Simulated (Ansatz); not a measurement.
# GeH₆N₂Si: basis-set convergence

One table from this session's results is given with a row withheld; the runs are named, their logs left out.

The runs use Ansatz 0.2.0, Gaussian basis; one geometry, several basis sets.

Levels to be run: PBE0-D4/def2-SVP; ωB97M-V/def2-SVP; PBE0-D4/def2-QZVPP; ωB97M-V/def2-QZVPP; the functionals' def2-TZVPP values are taken from earlier runs.

## Structure used throughout

An earlier PBE0-D4 in a triple-zeta def2 set relaxation fixed the geometry.

SMILES `[NH]1[SiH2][NH][GeH2]1`, 10 atoms, charge 0, spin multiplicity 1.

Atoms are counted from 1 here; the program's logs count them from 0.

Bond lengths: N1–Si2 1.732 Å, N1–Ge4 1.850 Å, N1–H5 1.004 Å, Si2–N3 1.732 Å, Si2–H6 1.492 Å, Si2–H7 1.492 Å, N3–Ge4 1.850 Å, N3–H8 1.004 Å, Ge4–H9 1.543 Å, Ge4–H10 1.543 Å. Angles: Si2–N1–Ge4 93.5°, Si2–N1–H5 129.4°, Ge4–N1–H5 127.1°, N1–Si2–N3 90.1°, N1–Si2–H6 114.1°, N1–Si2–H7 115.9°, N3–Si2–H6 115.9°, N3–Si2–H7 114.1°, H6–Si2–H7 106.6°, Si2–N3–Ge4 93.5°, Si2–N3–H8 129.5°, Ge4–N3–H8 127.1°, N1–Ge4–N3 83.0°, N1–Ge4–H9 115.5°, N1–Ge4–H10 115.3°, N3–Ge4–H9 115.3°, N3–Ge4–H10 115.5°, H9–Ge4–H10 110.1°.

The first run:

Contents of in.yaml:

```yaml
crystal:
  periodic: [false, false, false]
  atoms:
    - {symbol: N, position_ang: [-0.546353, 0.771358, -0.769865]}
    - {symbol: Si, position_ang: [0.441240, -0.629376, -1.016712]}
    - {symbol: N, position_ang: [0.594010, -0.827042, 0.696693]}
    - {symbol: Ge, position_ang: [-0.448649, 0.653686, 1.073638]}
    - {symbol: H, position_ang: [-0.614915, 1.608540, -1.320310]}
    - {symbol: H, position_ang: [1.708210, -0.359022, -1.756321]}
    - {symbol: H, position_ang: [-0.217361, -1.776671, -1.706112]}
    - {symbol: H, position_ang: [0.667378, -1.669820, 1.237879]}
    - {symbol: H, position_ang: [-1.781674, 0.357306, 1.791864]}
    - {symbol: H, position_ang: [0.281215, 1.819840, 1.772245]}
basis:
  gaussian: {orbitals: def2-SVP}
hamiltonian: {xc: pbe0, dispersion: d4}
output: {orbitals: {seedname: orbitals}}
```

The run is started by

```console
$ ansatz run in.yaml --threads 4 --pin off --events-out ev --progress --plain --max-ram 10444MiB
```

Steps of the session up to this table: PBE0-D4 in def2-SVP; ωB97M-V in def2-SVP; PBE0-D4 in def2-QZVPP; ωB97M-V in def2-QZVPP.

One of the session's tables, all rows but one given; the rest of the session is left out.

It belongs to the step «Density functionals: the series». 

```
functional       basis  HOMO (eV)  LUMO (eV)
   PBE0-D4    def2-SVP          ?          ?
   PBE0-D4  def2-TZVPP      -7.07      -0.39
   PBE0-D4  def2-QZVPP      -7.10      -0.54
   ωB97M-V    def2-SVP      -9.15       1.79
   ωB97M-V  def2-TZVPP      -9.32       1.29
   ωB97M-V  def2-QZVPP      -9.35       0.99
```

Q: Estimate the row for PBE0-D4, def2-SVP from the others.

**Answer.** HOMO (eV): -6.94; LUMO (eV): -0.06. In the column «HOMO (eV)» it is the highest.
